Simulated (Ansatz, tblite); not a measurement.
**SnEtF3 (C2H5F3Sn): charged states by level of theory**

The task here is to estimate one member of a computed series from the others.

The runs use Ansatz 0.2.0, Gaussian basis; as each input shows.

Plan: charge +1 doublet, at the geometry of the singlet (PBE0-D4/def2-TZVP, PBE-D4/def2-TZVP, HSE06-D4/def2-TZVP, CCSD(T)/def2-SVP); the starting singlet's energies come from earlier runs.

2 further runs of the same task are left out: 2 set aside as unsound or not needed.

### The structure

The geometry is that of the singlet, from an earlier relaxation (r2SCAN-D4/def2-SVP).

11 atoms, charge 0, spin multiplicity 1.

Atoms are counted from 1 here; the program's logs count them from 0.

Bond lengths: Sn1–C2 2.145 Å, Sn1–F9 1.929 Å, Sn1–F10 1.929 Å, Sn1–F11 1.927 Å, C2–C3 1.524 Å, C2–H4 1.101 Å, C2–H5 1.101 Å, C3–H6 1.102 Å, C3–H7 1.101 Å, C3–H8 1.101 Å. Angles: C2–Sn1–F9 112.2°, C2–Sn1–F10 113.3°, C2–Sn1–F11 117.6°, F9–Sn1–F10 103.8°, F9–Sn1–F11 104.4°, F10–Sn1–F11 104.2°, Sn1–C2–C3 110.8°, Sn1–C2–H4 105.5°, Sn1–C2–H5 105.7°, C3–C2–H4 113.0°, C3–C2–H5 113.1°, H4–C2–H5 108.1°, C2–C3–H6 110.0°, C2–C3–H7 111.9°, C2–C3–H8 111.9°, H6–C3–H7 107.6°, H6–C3–H8 107.4°, H7–C3–H8 107.9°.

Sn takes a core potential in the def2 sets. No spin-orbit coupling is included.

Set-up of the first run:

Input file in.yaml:

```yaml
crystal:
  periodic: [false, false, false]
  atoms:
    - {symbol: Sn, position_ang: [-0.329371, -0.447880, -1.429656]}
    - {symbol: C, position_ang: [-0.302013, -0.416154, 0.714560]}
    - {symbol: C, position_ang: [0.541891, 0.744842, 1.227787]}
    - {symbol: H, position_ang: [0.087643, -1.400110, 1.019340]}
    - {symbol: H, position_ang: [-1.356598, -0.354333, 1.025573]}
    - {symbol: H, position_ang: [0.557635, 0.740024, 2.330037]}
    - {symbol: H, position_ang: [1.584236, 0.679395, 0.880340]}
    - {symbol: H, position_ang: [0.139237, 1.718080, 0.907715]}
    - {symbol: F, position_ang: [1.447099, -0.423295, -2.181017]}
    - {symbol: F, position_ang: [-1.178001, 1.100822, -2.204764]}
    - {symbol: F, position_ang: [-1.191759, -1.941390, -2.289924]}
basis:
  gaussian: {orbitals: def2-TZVP}
total_charge: 1
magnetization: {spin_polarized: true, initial_magnetization: 1}
hamiltonian: {xc: pbe0, dispersion: d4}
scf: {omitted_lower_state_checks: [starts]}
output: {orbitals: {seedname: orbitals}}
```

Command:

```sh
ansatz run in.yaml --threads 2 --pin off --events-out ev --progress --plain --max-ram 31744MiB --backend cpu
```

Among the steps run: Charge +1 doublet at the fixed geometry, PBE0-D4/def2-TZVP; Charge +1 doublet at the fixed geometry, PBE-D4/def2-TZVP; Charge +1 doublet at the fixed geometry, HSE06-D4/def2-TZVP; Charge +1 doublet at the fixed geometry, CCSD(T)/def2-SVP.

One of the session's tables, all rows but one given; the rest of the session is left out.

It belongs to the step «Vertical ionisation energy». 

```
            method  vertical ionisation energy (eV)
       HF/def2-SVP                            11.50
  PBE-D4/def2-TZVP                                ?
 PBE0-D4/def2-TZVP                            11.52
HSE06-D4/def2-TZVP                            11.49
      MP2/def2-SVP                            11.73
     CCSD/def2-SVP                            11.74
  CCSD(T)/def2-SVP                            11.65
```

Estimate the missing values for PBE-D4/def2-TZVP.

As computed: vertical ionisation energy (eV): 11.02. In the column «vertical ionisation energy (eV)» it is the lowest.
